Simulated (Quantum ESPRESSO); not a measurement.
# Si2Ni: single point with PBE

Crystal: Si2Ni.

```
CELL_PARAMETERS angstrom
0.00000 2.74615 2.71917
2.74615 0.00000 2.71917
2.74615 2.74615 0.00000
ATOMIC_POSITIONS crystal
Ni 0.00000 0.00000 0.00000
Si 0.25000 0.25000 0.25000
Si 0.75000 0.75000 0.75000
```

The cell was built by a generator and needn't be a form met in nature.

```
Program             : Quantum ESPRESSO 7.5
Task                : single point
Functional          : PBE
Potentials or basis : SSSP 1.3 efficiency PBE
Cutoff              : 748 eV
Density cutoff      : 5987 eV
k mesh              : 16 × 16 × 16
Occupations         : methfessel-paxton, width 0.1 eV
Spin                : no spin polarisation
Mixing beta         : 0.5
Most SCF iterations : 120
SCF threshold       : 6e-10 Ry
```

* Pressure: -2.0 GPa
* Band gap on the k mesh: none (metal or under the smearing width)

Stress tensor (GPa, compression positive):
```
-2.09  0.00  0.00
 0.00 -2.09  0.00
 0.00  0.00 -1.82
```

Levels at points of the mesh, in eV from the Fermi level:
```
             k point  band 9  band 10  band 11  band 12  band 13  band 14  band 15  band 16  band 17  band 18
  (0.00, 0.00, 0.00)   -3.29    -3.26    -0.57     1.62     1.74     1.74     2.31     2.31     2.43     4.56
 (0.00, 0.00, -0.50)   -3.51    -3.10    -3.10    -1.37    -1.31     1.74     1.82     1.83     2.42     9.05
(0.00, -0.50, -0.50)   -4.26    -3.39    -3.35    -3.23    -2.89    -0.39     1.53     7.74     7.90     8.20
(-0.50, -0.50, 0.00)   -4.37    -3.36    -3.36    -3.21    -2.90    -0.45     1.48     7.77     8.00     8.00
```

Wall time 6.5 min on 1 thread of Arm Neoverse V2, with other jobs on the host, peak memory 0.38 GiB.

Spin polarisation is off, so any magnetic state and its effect on volume and gap are missing.
